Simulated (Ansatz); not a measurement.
Geometry optimisation, DFT PBE-D3(BJ), scalar-relativistic, plane waves, PAW (Ansatz).

Input file:

```yaml
crystal:
  lattice:
    - [10.86, 0.0, 0.0]
    - [0.0, 10.86, 0.0]
    - [0.0, 0.0, 10.86]
  atoms:
    - { symbol: Si, position: [0.5008981, -0.0023166, -0.0022203] }
    - { symbol: Si, position: [0.6262134, 0.1243053, 0.1279341] }
    - { symbol: Si, position: [0.7507069, 0.2527097, -0.0071288] }
    - { symbol: Si, position: [0.8772579, 0.3750832, 0.1261972] }
    - { symbol: Si, position: [0.7493469, -0.0008199, 0.2503328] }
    - { symbol: Si, position: [0.8731848, 0.1198387, 0.3779242] }
    - { symbol: Si, position: [-0.0019464, -0.0026992, -0.0027304] }
    - { symbol: Si, position: [0.1273372, 0.122444, 0.1259353] }
    - { symbol: Si, position: [0.2496341, 0.2496523, -0.0022376] }
    - { symbol: Si, position: [0.3737416, 0.3705448, 0.1263536] }
    - { symbol: Si, position: [0.5002824, 0.5030266, -0.0006027] }
    - { symbol: Si, position: [0.6192751, 0.6220257, 0.1289207] }
    - { symbol: Si, position: [0.7526739, 0.7484197, 0.002468] }
    - { symbol: Si, position: [0.8745195, 0.8692653, 0.1256749] }
    - { symbol: Si, position: [0.2492836, 0.0008271, 0.2505094] }
    - { symbol: Si, position: [0.3783125, 0.123253, 0.3712507] }
    - { symbol: Si, position: [0.4963147, 0.2487644, 0.2528551] }
    - { symbol: Si, position: [0.6235564, 0.3740491, 0.3742456] }
    - { symbol: Si, position: [0.7520995, 0.5009566, 0.2482297] }
    - { symbol: Si, position: [0.8691082, 0.6214951, 0.3705962] }
    - { symbol: Si, position: [0.498018, -0.000895, 0.4976475] }
    - { symbol: Si, position: [0.6296783, 0.127282, 0.6255975] }
    - { symbol: Si, position: [0.7503167, 0.2529903, 0.5013465] }
    - { symbol: Si, position: [0.8772251, 0.379213, 0.6263221] }
    - { symbol: Si, position: [0.7514145, -0.0020265, 0.7544014] }
    - { symbol: Si, position: [0.8740587, 0.1220982, 0.8739104] }
    - { symbol: Si, position: [0.0018305, 0.499958, 0.0010381] }
    - { symbol: Si, position: [0.1237609, 0.6285064, 0.125353] }
    - { symbol: Si, position: [0.2456155, 0.7508281, -0.0034576] }
    - { symbol: Si, position: [0.3686192, 0.8722444, 0.1201739] }
    - { symbol: Si, position: [0.0009698, 0.2443627, 0.2463908] }
    - { symbol: Si, position: [0.1263943, 0.37537, 0.376854] }
    - { symbol: Si, position: [0.2550923, 0.5012121, 0.2546875] }
    - { symbol: Si, position: [0.3760918, 0.6228154, 0.3720266] }
    - { symbol: Si, position: [0.5018835, 0.7509349, 0.2526633] }
    - { symbol: Si, position: [0.625969, 0.8741643, 0.3722511] }
    - { symbol: Si, position: [-0.0025358, 0.0003403, 0.5001659] }
    - { symbol: Si, position: [0.1286961, 0.1282568, 0.6230106] }
    - { symbol: Si, position: [0.2473383, 0.2504932, 0.4977132] }
    - { symbol: Si, position: [0.3723478, 0.376667, 0.6265791] }
    - { symbol: Si, position: [0.5045287, 0.4983378, 0.4984625] }
    - { symbol: Si, position: [0.6288949, 0.6251959, 0.6262203] }
    - { symbol: Si, position: [0.7540423, 0.7509973, 0.5030707] }
    - { symbol: Si, position: [0.8779151, 0.8772377, 0.6268886] }
    - { symbol: Si, position: [0.2475768, -0.0009129, 0.7485822] }
    - { symbol: Si, position: [0.4999943, 0.2515601, 0.7472574] }
    - { symbol: Si, position: [0.6227631, 0.3767781, 0.8777307] }
    - { symbol: Si, position: [0.7534051, 0.5049253, 0.7523061] }
    - { symbol: Si, position: [0.8770405, 0.6291439, 0.8762495] }
    - { symbol: Si, position: [0.0023459, 0.7526788, 0.253179] }
    - { symbol: Si, position: [0.1250762, 0.8793411, 0.3754657] }
    - { symbol: Si, position: [-0.0016921, 0.4995071, 0.4991307] }
    - { symbol: Si, position: [0.1203367, 0.6234767, 0.6222286] }
    - { symbol: Si, position: [0.2483098, 0.7507483, 0.5038094] }
    - { symbol: Si, position: [0.3782868, 0.8768049, 0.6268924] }
    - { symbol: Si, position: [0.0014145, 0.2478632, 0.7466009] }
    - { symbol: Si, position: [0.1229609, 0.3802627, 0.8722824] }
    - { symbol: Si, position: [0.2494431, 0.5051195, 0.7509915] }
    - { symbol: Si, position: [0.3768069, 0.6261646, 0.8801531] }
    - { symbol: Si, position: [0.4984098, 0.7583567, 0.7531713] }
    - { symbol: Si, position: [0.6260692, 0.8770403, 0.878942] }
    - { symbol: Si, position: [-0.0002333, 0.7543204, 0.7517071] }
    - { symbol: Si, position: [0.1257551, 0.8701193, 0.8758478] }
total_charge: -2
basis:
  ecutwfc: 420.0
kpoints:
  mp_grid: { grid: [1, 1, 1] }
hamiltonian:
  xc: pbe
  dispersion: d3bj
  pseudopotentials: { kind: paw, azcp: { folder: soft_1 } }
scf:
  occupations: { method: gaussian, width: 0.02 }
  lower_state_search: "off"
relax:
  f_tol: 0.03
  max_steps: 60
  adjacent_minimum: "off"
```

Command:

```bash
$ ansatz run input.yaml --threads 4 --pin off --max-ram 10240MiB --backend cpu --events-out ev --progress --plain --runs-dir out
```

Question: Where does it end, and by what steps?

Answer: The run converged. The force dipped under the threshold on the way, but the program's further checks kept it going. Limits of this set-up: coarse k mesh, no spin, though dangling bonds at a vacancy may carry it, a typed lattice constant that wasn't relaxed here, charged cell in a uniform background, uncorrected. After 30 steps the energy has fallen by 1.275 eV; Si46 moved furthest, 0.51 Å.

```csv
step,energy less start (eV),largest force component (eV/Å),accepted
0,0.0000,1.089,yes
2,-1.0522,0.151,yes
4,-1.0931,0.104,yes
6,-1.1386,0.163,yes
8,-1.1852,0.193,yes
10,-1.2367,0.042,yes
12,-1.2388,0.012,yes
14,-1.2390,0.009,yes
16,-1.2184,0.139,no
18,-1.2412,0.036,yes
20,-1.2437,0.055,yes
22,-1.2471,0.072,yes
24,-1.2515,0.082,yes
26,-1.2631,0.049,yes
28,-1.2717,0.033,yes
30,-1.2749,0.026,yes
```

```xyz
63
Lattice="10.8600 0.0000 0.0000 0.0000 10.8600 0.0000 0.0000 0.0000 10.8600" Properties=species:S:1:pos:R:3
Si 5.516 0.330 -0.341
Si 6.808 1.403 1.306
Si 8.234 2.754 0.038
Si 9.561 4.125 1.409
Si 8.070 0.016 2.746
Si 9.491 1.359 4.054
Si -0.043 -0.024 0.017
Si 1.357 1.356 1.287
Si 2.767 2.486 -0.230
Si 4.028 4.001 1.285
Si 5.421 5.406 -0.002
Si 6.756 6.784 1.348
Si 8.139 8.137 0.027
Si 9.466 9.509 1.416
Si 2.734 0.023 2.664
Si 4.078 1.352 4.060
Si 5.420 2.713 2.690
Si 6.756 4.063 4.068
Si 8.120 5.455 2.739
Si 9.503 6.791 4.075
Si 5.409 0.029 5.475
Si 6.831 1.338 6.807
Si 8.139 2.743 5.422
Si 9.466 4.132 6.793
Si 8.221 -0.032 8.113
Si 9.511 1.354 9.499
Si 0.045 5.438 -0.005
Si 1.384 6.812 1.339
Si 2.726 8.174 -0.039
Si 4.119 9.659 1.184
Si 0.045 2.711 2.722
Si 1.384 4.054 4.096
Si 2.706 5.440 2.724
Si 4.073 6.815 4.099
Si 5.407 8.191 2.664
Si 6.729 9.496 4.097
Si 0.018 -0.020 5.353
Si 1.294 1.353 6.767
Si 2.726 2.677 5.458
Si 4.119 3.900 6.943
Si 5.407 5.380 5.475
Si 6.729 6.813 6.780
Si 8.127 8.136 5.421
Si 9.560 9.462 6.746
Si 2.570 0.276 8.421
Si 5.515 2.374 8.473
Si 6.808 4.022 9.547
Si 8.070 5.461 8.160
Si 9.490 6.770 9.503
Si 0.015 8.135 2.723
Si 1.408 9.492 4.041
Si 0.016 5.438 5.419
Si 1.408 6.757 6.776
Si 2.753 8.225 5.509
Si 4.015 9.693 6.977
Si -0.043 2.733 8.120
Si 1.357 4.003 9.500
Si 2.734 5.380 8.167
Si 4.078 6.776 9.497
Si 5.409 8.191 8.174
Si 6.831 9.522 9.482
Si 0.017 8.069 8.124
Si 1.294 9.482 9.498
```

Whether the end is a true minimum wasn't checked by a vibrational analysis.

The run took 2.2 min on 4 threads of Arm Neoverse V1, with other jobs on the host, peak memory 1.1 GiB.
